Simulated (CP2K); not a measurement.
# MNDO run of C4H6B+ (SMILES BC[c+]1cc1)

Aim: the energy difference between two shapes of C4H6B+ at MNDO, from 2 runs. 

The results are computed with CP2K 2026.2.

2 further runs of the same task are left out: 2 set aside as unsound or not needed.

### 1 The system as given

The species is C4H6B+ (11 atoms), meant as a singlet with charge +1. As SMILES, `BC[c+]1cc1`. The shape is that of a GFN2-xTB optimisation. This is one conformer, not always the lowest.

Bond lengths: B1–C2 1.609 Å, C2–C3 1.412 Å, C3–C4 1.401 Å, C3–C5 1.401 Å, C4–C5 1.358 Å, B1–H6 1.161 Å, B1–H7 1.163 Å, C2–H8 1.096 Å, C2–H9 1.091 Å, C4–H10 1.068 Å, C5–H11 1.068 Å. Some angles: B1–C2–C3 111.0°, C2–C3–C4 150.8°, C2–C3–C5 151.0°, C4–C3–C5 58.0°, C3–C4–C5 61.0°, C3–C5–C4 61.0°, B1–C2–H8 101.1°, B1–C2–H9 109.7°, C3–C2–H8 112.0°, C3–C2–H9 112.7°.

### 2 Energy and gradient at MNDO

Contents of gas.inp:

```
&GLOBAL
   PROJECT_NAME gas
   RUN_TYPE ENERGY_FORCE
   PRINT_LEVEL MEDIUM
&END

&FORCE_EVAL
   METHOD Quickstep
   &DFT
      CHARGE 1
      &QS
         METHOD MNDO
         EPS_DEFAULT 1.0E-10
         &SE
            &COULOMB
               CUTOFF [angstrom] 50
               RC_RANGE [angstrom] 0
            &END
            &EXCHANGE
               CUTOFF [angstrom] 50
               RC_RANGE [angstrom] 0
            &END
         &END
      &END
      &POISSON
         PERIODIC NONE
         POISSON_SOLVER ANALYTIC
      &END
      &SCF
         SCF_GUESS ATOMIC
         EPS_SCF 1.0E-06
         MAX_SCF 100
         ADDED_MOS 4
         &DIAGONALIZATION
            ALGORITHM STANDARD
         &END
         &MIXING
            METHOD DIRECT_P_MIXING
            ALPHA 0.4
         &END
      &END
      &PRINT
         &MOMENTS
            PERIODIC F
            REFERENCE COM
            MAX_MOMENT 1
         &END
         &MO ON
            ENERGIES T
            OCCUPATION_NUMBERS T
            NDIGITS 6
            &EACH
               QS_SCF 0
            &END
            ADD_LAST NUMERIC
         &END
         &HIRSHFELD OFF
         &END
      &END
   &END
   &SUBSYS
      &CELL
         ABC 16.8 14.8 16
         PERIODIC NONE
      &END
      &COORD
         B     -1.734280     0.239750     0.518020
         C     -0.264540    -0.255030     0.946730
         C      0.649460    -0.108470    -0.118870
         C      1.624950     0.631570    -0.799960
         C      1.169870    -0.522060    -1.352290
         H     -2.507490     0.340400     1.378750
         H     -1.996490     0.456020    -0.594700
         H     -0.457390    -1.308200     1.180800
         H      0.052030     0.271420     1.847880
         H      2.267410     1.482560    -0.853510
         H      1.196490    -1.227960    -2.152850
      &END
      &TOPOLOGY
         &CENTER_COORDINATES
         &END
      &END
   &END
   &PRINT
      &FORCES ON
      &END
   &END
&END
```

Launch:

```bash
$ OMP_NUM_THREADS=1 cp2k.psmp gas.inp > gas.out
```

Standard output:

```text
CP2K| version string:                                       CP2K version 2026.2
[...]
 GLOBAL| Method name                                                        CP2K
[...]
 GLOBAL| Run type                                                   ENERGY_FORCE
[...]
                             - Atoms:                                         11
[...]
                             - Spherical basis functions:                     26
[...]
 Number of electrons:                                                         24
[...]
     1 P_Mix/Diag. 0.40E+00    0.0     0.79385913       -15.6176155209 -1.56E+01
[...]
    15 DIIS/Diag.  0.21E-06    0.0     0.00000043       -24.0855924734 -2.95E-11
  *** SCF run converged in    15 steps ***
  Core-core repulsion energy [eV]:                           1638.43088006562493
  Core Hamiltonian energy [eV]:                              -972.99370823566016
  Two-electron integral energy [eV]:                        -2641.67894807477978
  Electronic energy [eV]:                                   -2293.83318227305017
  Total energy [eV]:                                         -655.40230220742524
  Atomic reference energy [eV]:                               666.83864150484499
  Heat of formation [kcal/mol]:                               263.72827028511529
[...]
 SE_DIPOLE| Moment [Debye]         -2.64686257       0.14882644       1.67513764
 SE_DIPOLE| Derivative [a.u.]       0.00000000       0.00000000       0.00000000
 ENERGY| Total FORCE_EVAL ( QS ) energy [hartree]            -24.085592473443064
 FORCES| Atomic forces [hartree/bohr]
 FORCES|   Atom     x               y               z               |f|
 FORCES|      1  7.67363061E-03 -2.12098630E-03  1.03217018E-02   1.30353641E-02
 FORCES|      2 -4.56651072E-02  8.92488783E-03 -1.27603538E-03   4.65465778E-02
 FORCES|      3 -1.57813858E-03 -2.21232337E-04  6.32574770E-03   6.52338479E-03
 FORCES|      4  3.49700187E-02  5.02114445E-02  4.62864450E-03   6.13637981E-02
 FORCES|      5 -2.52621287E-03 -4.53846831E-02 -4.13314976E-02   6.14365031E-02
 FORCES|      6  7.35932583E-04  1.26605024E-04 -2.79829261E-03   2.89621600E-03
 FORCES|      7  2.00625205E-03 -1.15989197E-03  3.48440235E-03   4.18466922E-03
 FORCES|      8 -1.23121469E-03 -1.87514641E-02  6.80130429E-03   1.99847701E-02
 FORCES|      9  4.48086908E-03  8.18266444E-03  1.50942411E-02   1.77445851E-02
 FORCES|     10  2.13622199E-03  4.24866616E-03  1.30835434E-03   4.93218000E-03
 FORCES|     11 -1.00225167E-03 -4.05601012E-03 -2.55857053E-03   4.89918459E-03
 FORCES| Sum     3.33066907E-16  7.63278329E-16  3.46944695E-16
 FORCES| Total atomic force                                       9.02162953E-16
[...]
```

It took 0.44 s on 1 thread of Arm Neoverse N1, shared host; peak memory 0.14 GiB.

### 3 The distorted shape, same level

Contents of mol.inp:

```
&GLOBAL
   PROJECT_NAME mol
   RUN_TYPE ENERGY_FORCE
   PRINT_LEVEL MEDIUM
&END

&FORCE_EVAL
   METHOD Quickstep
   &DFT
      CHARGE 1
      MULTIPLICITY 1
      &QS
         METHOD MNDO
         EPS_DEFAULT 1.0E-10
         &SE
            &COULOMB
               CUTOFF [angstrom] 50
               RC_RANGE [angstrom] 0
            &END
            &EXCHANGE
               CUTOFF [angstrom] 50
               RC_RANGE [angstrom] 0
            &END
         &END
      &END
      &POISSON
         PERIODIC NONE
         POISSON_SOLVER ANALYTIC
      &END
      &SCF
         SCF_GUESS ATOMIC
         EPS_SCF 1.0E-06
         MAX_SCF 100
         ADDED_MOS 4
         &DIAGONALIZATION
            ALGORITHM STANDARD
         &END
         &MIXING
            METHOD DIRECT_P_MIXING
            ALPHA 0.4
         &END
      &END
      &PRINT
         &MOMENTS
            PERIODIC F
            REFERENCE COM
            MAX_MOMENT 1
         &END
         &MO ON
            ENERGIES T
            OCCUPATION_NUMBERS T
            NDIGITS 6
            &EACH
               QS_SCF 0
            &END
            ADD_LAST NUMERIC
         &END
         &HIRSHFELD OFF
         &END
      &END
   &END
   &SUBSYS
      &CELL
         ABC [angstrom] 16.8 14.8 16
         PERIODIC NONE
      &END
      &COORD
         B     -1.734280     0.239750     0.518020
         C     -0.264540    -0.255030     0.946730
         C      0.649460    -0.108470    -0.118870
         C      1.579434     0.516187    -0.855203
         C      1.169870    -0.522060    -1.352290
         H     -2.507490     0.340400     1.378750
         H     -1.996490     0.456020    -0.594700
         H     -0.457390    -1.308200     1.180800
         H      0.052030     0.271420     1.847880
         H      2.267410     1.482560    -0.853510
         H      1.196490    -1.227960    -2.152850
      &END
      &TOPOLOGY
         &CENTER_COORDINATES
         &END
      &END
   &END
   &PRINT
      &FORCES ON
      &END
   &END
&END
```

Launch:

```bash
$ OMP_NUM_THREADS=1 cp2k.psmp mol.inp > mol.out
```

Standard output:

```text
CP2K| version string:                                       CP2K version 2026.2
[...]
 GLOBAL| Method name                                                        CP2K
[...]
 GLOBAL| Run type                                                   ENERGY_FORCE
[...]
                             - Atoms:                                         11
[...]
                             - Spherical basis functions:                     26
[...]
 Number of electrons:                                                         24
[...]
     1 P_Mix/Diag. 0.40E+00    0.0     0.79122670       -15.4743773844 -1.55E+01
[...]
    15 DIIS/Diag.  0.23E-06    0.0     0.00000042       -24.0315544232 -3.27E-11
  *** SCF run converged in    15 steps ***
  Core-core repulsion energy [eV]:                           1653.97166269258787
  Core Hamiltonian energy [eV]:                              -975.65503150535653
  Two-electron integral energy [eV]:                        -2664.49696653505589
  Electronic energy [eV]:                                   -2307.90351477288459
  Total energy [eV]:                                         -653.93185208029649
  Atomic reference energy [eV]:                               666.83864150484499
  Heat of formation [kcal/mol]:                               297.63765846282348
[...]
 SE_DIPOLE| Moment [Debye]         -2.36380309       0.15675942       1.39082319
 SE_DIPOLE| Derivative [a.u.]       0.00000000       0.00000000       0.00000000
 ENERGY| Total FORCE_EVAL ( QS ) energy [hartree]            -24.031554423232933
 FORCES| Atomic forces [hartree/bohr]
 FORCES|   Atom     x               y               z               |f|
 FORCES|      1  6.37442328E-03 -1.59093562E-03  9.46400980E-03   1.15209301E-02
 FORCES|      2 -4.14184322E-02  9.69018850E-03 -2.11554935E-03   4.25894568E-02
 FORCES|      3 -6.86246880E-02 -3.70892699E-02  6.63744995E-02   1.02423317E-01
 FORCES|      4  2.03263737E-01  3.37537505E-01  5.93582357E-02   3.98460932E-01
 FORCES|      5 -6.46086460E-02 -2.32385151E-01 -1.48490008E-01   2.83242684E-01
 FORCES|      6  1.06569672E-03 -1.98500820E-05 -2.43709632E-03   2.65998910E-03
 FORCES|      7  2.24795720E-03 -1.22699716E-03  3.40651904E-03   4.26183125E-03
 FORCES|      8 -1.63985733E-03 -1.89265009E-02  6.58707050E-03   2.01069905E-02
 FORCES|      9  4.27109969E-03  8.56736341E-03  1.52795595E-02   1.80307223E-02
 FORCES|     10 -3.70864056E-02 -5.51945392E-02 -3.44836316E-03   6.65862587E-02
 FORCES|     11 -3.84488475E-03 -9.36181345E-03 -3.97887779E-03   1.08746567E-02
 FORCES| Sum    -8.32667268E-17  6.24500451E-16 -8.74300632E-16
 FORCES| Total atomic force                                       1.07765289E-15
[...]
```

It took 0.45 s on 1 thread of Arm Neoverse N1, shared host; peak memory 0.14 GiB.

### 4 Outcome

Level: MNDO.

| quantity | value |
| --- | --- |
| first shape: total energy | -24.08559 Eh |
| first shape: HOMO energy | -16.98 eV |
| first shape: LUMO energy | -6.49 eV |
| first shape: HOMO–LUMO gap | 10.49 eV |
| first shape: heat of formation at this unrelaxed shape | 263.7 kcal/mol |
| first shape: largest force on an atom | 3.159 eV/Å |
| distorted shape: total energy | -24.03155 Eh |
| distorted shape: HOMO energy | -17.29 eV |
| distorted shape: LUMO energy | -6.70 eV |
| distorted shape: HOMO–LUMO gap | 10.59 eV |
| distorted shape: heat of formation at this unrelaxed shape | 297.6 kcal/mol |
| distorted shape: largest force on an atom | 20.490 eV/Å |
| energy change with the atoms displaced | 1.470 eV |

With the atoms displaced the energy rises by 1.47 eV (142 kJ/mol). The first shape isn't relaxed at this level, so the change isn't measured from a minimum. The largest force (first shape) is 3.16 eV/Å: the shape isn't a stationary point for this species at this level.
